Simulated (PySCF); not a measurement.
**C4H5F3SSi: electronic excitations**

What electronic excitations should C4H5F3SSi (`CC#C[Si@@H](S)C(F)(F)F`) show?

The runs use PySCF 2.14.0, with density-fitted response routines of our own; the level of theory stands in each step. All values are computed, except where a source is named. Atoms count from 0, in the outputs and in this text.

## Step 1: Starting geometry

14 atoms, charge 0, multiplicity 1; geometry from: GFN2-xTB.

Bonds of the start (Å): C0–C1 1.44, C1–C2 1.21, C2–Si3 1.83, Si3–S4 2.14, Si3–C5 1.95, C5–F6 1.35, C5–F7 1.35, C5–F8 1.35, C0–H9 1.09, C0–H10 1.09, C0–H11 1.09, Si3–H12 1.45, S4–H13 1.33.

## Step 2: Ultraviolet spectrum: CAM-B3LYP/def2-SVPD

Job settings and geometry (Å):

```
{"job": {"kind": "uv", "xc": "CAM-B3LYP", "basis": "def2-SVPD", "nstates": 8, "ntriplets": 3}, "charge": 0, "multiplicity": 1}
C     -3.149086    -0.075561     0.233078
C     -1.767317     0.025871    -0.152521
C     -0.604997     0.098042    -0.474247
Si     1.162858     0.259734    -0.929095
S      1.902736     2.260570    -0.713750
C      2.084566    -0.818702     0.409736
F      1.548294    -2.047012     0.530563
F      3.388251    -1.005921     0.122473
F      2.053236    -0.272063     1.645713
H     -3.425740     0.782949     0.844292
H     -3.780307    -0.099213    -0.654515
H     -3.306643    -0.988431     0.806365
H      1.560268    -0.260891    -2.225090
H      2.333202     2.140157     0.534833
```

With the program's defaults for keys left out, this is: TDDFT CAM-B3LYP/def2-SVPD, vertical, gas phase, core orbitals frozen in the response.

Started as:

```
OMP_NUM_THREADS=1 python probes_run.py task.json out
```

This one command runs all jobs of the session in turn.

Predict these results of the whole session: lowest singlet (CAM-B3LYP/def2-SVPD); brightest single state of those computed; lowest triplet; surface potential, 1st and 99th percentile.

The runs gave:

| quantity | value |
| --- | --- |
| lowest singlet (CAM-B3LYP/def2-SVPD) | 5.75 eV (215 nm), f = 0.003 |
| brightest single state of those computed | state 7, 7.48 eV, f = 0.215 |
| lowest triplet | 4.88 eV |
| surface potential, 1st and 99th percentile | -0.69 V and 1.41 V |

The lowest singlet, at 5.75 eV, is HOMO→LUMO 0.26, HOMO→LUMO+1 0.20 and is weak; of the 8 states computed, the strongest absorption comes from states 7 to 8 together at 7.48 eV (the last computed, so partners may be missing). The lowest triplet lies 0.88 eV below the lowest singlet (triplets in Tamm-Dancoff, singlets in full TDDFT).
